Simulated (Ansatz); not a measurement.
# C2H2OSi: one structure at several levels

A test off equilibrium: a structure displaced at random from a GFN2-xTB minimum is computed at several levels, and each is set against CCSD(T).

Program: Ansatz 0.2.0, Gaussian basis. Level of theory: single points in def2-TZVPP. These are calculated values, not measurements.

Correlated methods freeze the cores. B3LYP uses VWN-RPA correlation.

## (1) Where the work starts

SMILES `C=[Si]=C=O`, 6 atoms, charge 0, spin multiplicity 1.

Atoms are counted from 1 here; the program's logs count them from 0.

Bond lengths: C1–Si2 1.758 Å, C1–H5 1.080 Å, C1–H6 1.087 Å, Si2–C3 1.846 Å, C3–O4 1.158 Å. Angles: Si2–C1–H5 124.1°, Si2–C1–H6 122.2°, H5–C1–H6 113.7°, C1–Si2–C3 118.7°, Si2–C3–O4 136.0°.

Coordinates:

```xyz
6
charge 0, multiplicity 1
C    -0.6686    1.0952   -0.2725
Si    0.1924   -0.3641   -0.7395
C     0.8993   -1.4396    0.5844
O     1.4737   -2.4446    0.6235
H    -1.1028    1.7928   -0.9740
H    -0.7762    1.3966    0.7666
```

## (2) CCSD(T)/def2-TZVPP

Contents of run/in.yaml:

```yaml
crystal:
  periodic: [false, false, false]
  atoms:
    - {symbol: C, position_ang: [-0.668600, 1.095200, -0.272500]}
    - {symbol: Si, position_ang: [0.192400, -0.364100, -0.739500]}
    - {symbol: C, position_ang: [0.899300, -1.439600, 0.584400]}
    - {symbol: O, position_ang: [1.473700, -2.444600, 0.623500]}
    - {symbol: H, position_ang: [-1.102800, 1.792800, -0.974000]}
    - {symbol: H, position_ang: [-0.776200, 1.396600, 0.766600]}
basis:
  gaussian: {orbitals: def2-TZVPP}
correlation: {method: ccsd_t}
output: {forces: true}
```

No record of the launch command was kept for these runs.

## (3) PBE0-D4/def2-TZVPP

run/in.yaml: that of step 2 with these lines changed.

```diff
@@ -11,3 +11,3 @@
   gaussian: {orbitals: def2-TZVPP}
-correlation: {method: ccsd_t}
-output: {forces: true}
+hamiltonian: {xc: pbe0, dispersion: d4}
+output: {forces: true, orbitals: {seedname: orbitals}}
```

## (4) wB97M-V/def2-TZVPP

run/in.yaml: that of step 3 with these lines changed.

```diff
@@ -11,3 +11,3 @@
   gaussian: {orbitals: def2-TZVPP}
-hamiltonian: {xc: pbe0, dispersion: d4}
-output: {forces: true, orbitals: {seedname: orbitals}}
+hamiltonian: {xc: {name: wB97M-V}}
+output: {forces: true}
```

## (5) r2SCAN-D4/def2-TZVPP

run/in.yaml: that of step 4 with these lines changed.

```diff
@@ -11,3 +11,3 @@
   gaussian: {orbitals: def2-TZVPP}
-hamiltonian: {xc: {name: wB97M-V}}
+hamiltonian: {xc: r2scan, dispersion: d4}
 output: {forces: true}
```

## (6) PBE-D4/def2-TZVPP

run/in.yaml: that of step 5 with these lines changed.

```diff
@@ -11,3 +11,3 @@
   gaussian: {orbitals: def2-TZVPP}
-hamiltonian: {xc: r2scan, dispersion: d4}
+hamiltonian: {xc: pbe, dispersion: d4}
 output: {forces: true}
```

## (7) r2SCANh-D4/def2-TZVPP

run/in.yaml: that of step 6 with these lines changed.

```diff
@@ -11,3 +11,3 @@
   gaussian: {orbitals: def2-TZVPP}
-hamiltonian: {xc: pbe, dispersion: d4}
+hamiltonian: {xc: {name: r2SCANh}, dispersion: d4}
 output: {forces: true}
```

## (8) B3LYP-D4/def2-TZVPP

run/in.yaml: that of step 7 with these lines changed.

```diff
@@ -11,3 +11,3 @@
   gaussian: {orbitals: def2-TZVPP}
-hamiltonian: {xc: {name: r2SCANh}, dispersion: d4}
+hamiltonian: {xc: {name: B3LYP}, dispersion: d4}
 output: {forces: true}
```

(Steps that only read results are left out.)

Before running it: what results should come out? Wanted: energy less free atoms, CCSD(T)/def2-TZVPP; RMS force component; RMS force error; HOMO and LUMO, PBE0-D4; T1 diagnostic.

The runs gave:

| quantity | value |
| --- | --- |
| energy less free atoms, CCSD(T)/def2-TZVPP | -2324.6 kJ/mol |
| RMS force component | 0.602 to 1.210 eV/Å over the methods |
| RMS force error | PBE0-D4 0.390, wB97M-V 0.635, r2SCAN-D4 0.176, PBE-D4 0.381, r2SCANh-D4 0.295, B3LYP-D4 0.265 eV/Å |
| HOMO and LUMO, PBE0-D4 | -6.79 and -2.90 eV |
| T1 diagnostic | 0.023 |

What this shows: Against CCSD(T) the functionals' energies less atoms differ by -208.4 to -67.1 kJ/mol, PBE-D4 by -208.4 kJ/mol. The reference is not at the basis limit: in triple zeta CCSD(T) underbinds, which counts against methods that bind more; the gaps are no ranking. For forces r2SCAN-D4 does best and wB97M-V worst. Frozen-core CCSD(T) forces in triple zeta carry basis errors of their own, and this is one geometry, so small gaps rank nothing. The restricted Hartree–Fock reference is unstable towards an unrestricted one at one or more of these structures.
